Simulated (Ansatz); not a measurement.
# CsLiCr2Te2S3 in Ansatz: the effect of functional

Crystal: CsLiCr2Te2S3.

```xyz
9
Lattice="3.3193 1.9164 6.8798 -3.3193 1.9164 6.8798 0.0000 -3.8328 6.8798" Properties=species:S:1:pos:R:3 pbc="T T T"
Cs    0.0000    0.0000    0.0000
Li    0.0000    0.0000   10.3197
Cr    0.0000    0.0000   16.4802
Cr    0.0000    0.0000    4.1593
Te    0.0000    0.0000   14.0328
Te    0.0000    0.0000    6.6067
S    -2.4147    0.0000   10.3197
S     1.2074   -2.0912   10.3197
S     1.2074    2.0912   10.3197
```

The cell was built by a generator and needn't be a form met in nature.

Alike in all runs:

```yaml
Program: Ansatz 0.2.0
Task: band structure
Potentials_or_basis: Ansatz PAW
Cutoff: "420 eV (not typed: the program's choice for these potentials)"
k_mesh: 5 × 5 × 5
Occupations: fermi-dirac, width 0.05 eV
Spin: collinear spin, ferromagnetic start
Starting_moments: "[0.0, 0.0, 3.0, 3.0, 0.0, 0.0, 0.0, 0.0, 0.0] μB"
```

```tsv
functional	pressure (GPa)	largest force (eV/Å)
LDA	?	?
PBEsol	-2.1	0.24
revPBE	1.3	0.10
```

Problem. What does the run with functional LDA give?

Solution. Pressure -3.9 GPa; largest force 0.48 eV/Å.

Caveats: only a ferromagnetic start was run, and an antiferromagnetic order may lie lower in energy; the PAW data sets come from PBE, with cores solved anew for the run's functional, which leaves a small shift of forces and pressure.
